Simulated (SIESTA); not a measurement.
Crystal: SiNi.

```
Ni Si
1.0
     4.50369    0.00000    0.00000
     0.00000    4.50369    0.00000
     0.00000    0.00000    4.50369
Ni Si
4 4
Direct
  0.14950 0.14950 0.14950
  0.64950 0.35050 0.85050
  0.85050 0.64950 0.35050
  0.35050 0.85050 0.64950
  0.84683 0.84683 0.84683
  0.34683 0.65317 0.15317
  0.15317 0.34683 0.65317
  0.65317 0.15317 0.34683
```

The cell is a database's computed one.

```yaml
Program: SIESTA 5.4.2
Task: single point
Functional: PBEsol
Potentials_or_basis: PseudoDojo 0.4 standard (PBEsol files)
Basis: DZP (energy shift 0.003 Ry; two zetas on semicore shells)
Grid_cutoff: 800 Ry
Energy_shift: 0.003 Ry
k_mesh: 6 × 6 × 6
Occupations: fermi-dirac, width 0.05 eV
Spin: collinear spin, ferromagnetic start
Starting_moments: "[1.0, 1.0, 1.0, 1.0, 0.0, 0.0, 0.0, 0.0] μB"
```

On this cell: pressure -5.4 GPa; largest force 0.030 eV/Å; net moment 0.00 μB per cell; band gap on the k mesh none (metal or under the smearing width).

The same run follows on a disturbed copy (atoms moved at random, drawn with an rms of 0.05 Å):

```
Ni Si
1.0
     4.50369    0.00000    0.00000
     0.00000    4.50369    0.00000
     0.00000    0.00000    4.50369
Ni Si
4 4
Direct
  0.14452 0.15394 0.15302
  0.65771 0.35351 0.84364
  0.84568 0.65345 0.34310
  0.34388 0.85179 0.63889
  0.84108 0.84656 0.84290
  0.34286 0.64901 0.16321
  0.16102 0.34485 0.66406
  0.65234 0.15385 0.34595
```

Problem. What does the disturbed cell give?

Solution. The energy (extrapolated to zero smearing) moves by +8.6 meV/atom; pressure -5.0 GPa; largest force 0.611 eV/Å; net moment 0.00 μB per cell; band gap on the k mesh none (metal or under the smearing width).

Forces in eV/Å, atoms in the order of the input:
```
Ni   0.070 -0.270 -0.009
Ni  -0.179 -0.010  0.281
Ni   0.100 -0.217  0.282
Ni   0.104 -0.059  0.497
Si   0.196  0.128  0.033
Si   0.059  0.041 -0.603
Si  -0.360  0.275 -0.410
Si   0.010  0.113 -0.071
```

Stress tensor (GPa, compression positive):
```
-4.63  0.53 -0.52
 0.53 -5.16  0.32
-0.52  0.32 -5.21
```

Caveats: short orbitals over semicore shells can move pressures by several GPa; the basis of atomic orbitals isn't converged, which shifts pressures, moduli and gaps.
